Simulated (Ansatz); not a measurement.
This script for a comparison of functionals at one structure of O, space group Fmmm with the Ansatz DFT code, driven from Python holds a mistake.

`xc_o.py`:
```python
import csv

import ansatz as az
from ase import Atoms


def main() -> None:
    atoms = Atoms(
        ['O', 'O'],
        scaled_positions=[
            [0.0871, 0.0871, 0.9129],
            [0.9129, 0.9129, 0.0871],
        ],
        cell=[
            [0.0, 2.10755, 3.34485],
            [1.47835, 0.0, 3.34485],
            [1.47835, 2.10755, 0.0],
        ],
        pbc=True,
    )
    xtal = az.Crystal.from_ase(atoms)

    base = xtal.calculation()
    base = base.pseudopotentials('paw').occupations(az.OccupationsMethod.FIXED)
    base = base.scf(tolerance=1e-08)
    base = base.basis(260).kpoints(mesh=(9, 9, 9))
    base = base.stress()
    base = base.band_table()

    rows = []
    for value in ['blyp', 'lda', 'pbesol']:
        report = base.functional(value).run(threads=1, backend='cpu').report
        rows.append((value, report['free_energy_ev'] / len(report['lattice']['sites']), report['n_iterations'], sum(report['stress_gpa'][i][i] for i in range(3)) / 3, report['gap_by_band_count_ev'], report['n_kpoints']))

    with open('xc.csv', 'w', newline='') as handle:
        writer = csv.writer(handle)
        writer.writerow(['functional', 'F/atom (eV)', 'iterations', 'P (GPa)', 'gap by band count (eV)', 'k-points'])
        writer.writerows([round(v, 5) if isinstance(v, float) else v for v in row] for row in rows)
    print(open('xc.csv').read())


if __name__ == '__main__':
    main()
```

`python xc_o.py` gives:
```text
DeckWarning: basis.ecutwfc = 260 eV is below the records' recommended 420 eV, and the density's cutoff is lower with it unless basis.ecutrho_ratio is high enough to keep the records' density cutoff: compare with a run at a higher cutoff
DeckWarning: output.stress: scf.convergence.dr2_threshold = 1e-8 eV is looser than the 2e-10 eV advised for a printed stress (1e-10 eV for each atom of the cell: 2). What an SCF threshold leaves in a stress goes as its square root, and in the free energy as [...]
RunWarning: iter 1: σ=0 fill of 6 bands saw a band overlap (occupied 5.2516 eV > unoccupied 3.6406 eV) — on an unconverged iterate often a transient of an unconverged empty band; one that stands at the close is told there (band_overlap_at_count); if the run [...]
RunWarning: the bands overlap at the fill by count (6 filled at each k-point of a channel): the highest filled level, 4.915794 eV at k-index 123, stands 1.5574 eV over the lowest empty one, 3.358423 eV at k-index 116, so that a fill of the lowest levels lies [...]
functional,F/atom (eV),iterations,P (GPa),gap by band count (eV),k-points
blyp,-564.83957,7,12.72493,-1.55737,125
lda,-550.76055,7,-2.02005,-1.61299,125
pbesol,-556.5523,7,4.00975,-1.60671,125
```
(Warnings from the package without file and line, shortened, repeats left out.)

The script ran to its end, but the result can't be trusted. Why?

The fault: fixed occupations, though the bands overlap at this level of theory. Mended:

```diff
--- before
+++ after
@@ -23,3 +23,3 @@
     base = xtal.calculation()
-    base = base.pseudopotentials('paw').occupations(az.OccupationsMethod.FIXED)
+    base = base.pseudopotentials('paw').occupations('fermi_dirac', width=0.05)
     base = base.scf(tolerance=1e-08)
@@ -27,3 +27,2 @@
     base = base.stress()
-    base = base.band_table()
 
@@ -32,3 +31,3 @@
         report = base.functional(value).run(threads=1, backend='cpu').report
-        rows.append((value, report['free_energy_ev'] / len(report['lattice']['sites']), report['n_iterations'], sum(report['stress_gpa'][i][i] for i in range(3)) / 3, report['gap_by_band_count_ev'], report['n_kpoints']))
+        rows.append((value, report['free_energy_ev'] / len(report['lattice']['sites']), report['n_iterations'], sum(report['stress_gpa'][i][i] for i in range(3)) / 3, report['n_kpoints']))
 
@@ -36,3 +35,3 @@
         writer = csv.writer(handle)
-        writer.writerow(['functional', 'F/atom (eV)', 'iterations', 'P (GPa)', 'gap by band count (eV)', 'k-points'])
+        writer.writerow(['functional', 'F/atom (eV)', 'iterations', 'P (GPa)', 'k-points'])
         writer.writerows([round(v, 5) if isinstance(v, float) else v for v in row] for row in rows)
```

The mended script runs so:

`python xc_o.py` gives:
```text
DeckWarning: basis.ecutwfc = 260 eV is below the records' recommended 420 eV, and the density's cutoff is lower with it unless basis.ecutrho_ratio is high enough to keep the records' density cutoff: compare with a run at a higher cutoff
DeckWarning: output.stress: scf.convergence.dr2_threshold = 1e-8 eV is looser than the 2e-10 eV advised for a printed stress (1e-10 eV for each atom of the cell: 2). What an SCF threshold leaves in a stress goes as its square root, and in the free energy as the threshold itself, and one threshold admits the most on a [...]
functional,F/atom (eV),iterations,P (GPa),k-points
blyp,-564.95739,6,7.87758,125
lda,-550.88155,6,-6.92585,125
pbesol,-556.67252,7,-0.7948,125
```
(Warnings from the package without file and line, shortened.)

What to keep in mind:
- The cutoff lies under the one recommended for these potentials.
- Under the recommended cutoff a pressure can be off by several GPa, even in sign.
- BLYP can be off by several per cent in the lattices of metals, and by several GPa in the pressure at a fixed cell.
- For a metal this k-point mesh is coarse: on a finer one energies can move by several to tens of meV an atom and pressures by half a GPa or more, differences at one mesh by less.
- No spin polarisation was allowed.
- Pressure is positive in compression.
- This isn't the structure that O takes at ambient conditions.
- Total energies of different functionals can't be compared; pressures, moments and gaps at this one structure can.
- It ran for 3.7 s on 1 thread of Arm Neoverse V1, with other jobs on the host, peak memory 0.33 GiB.
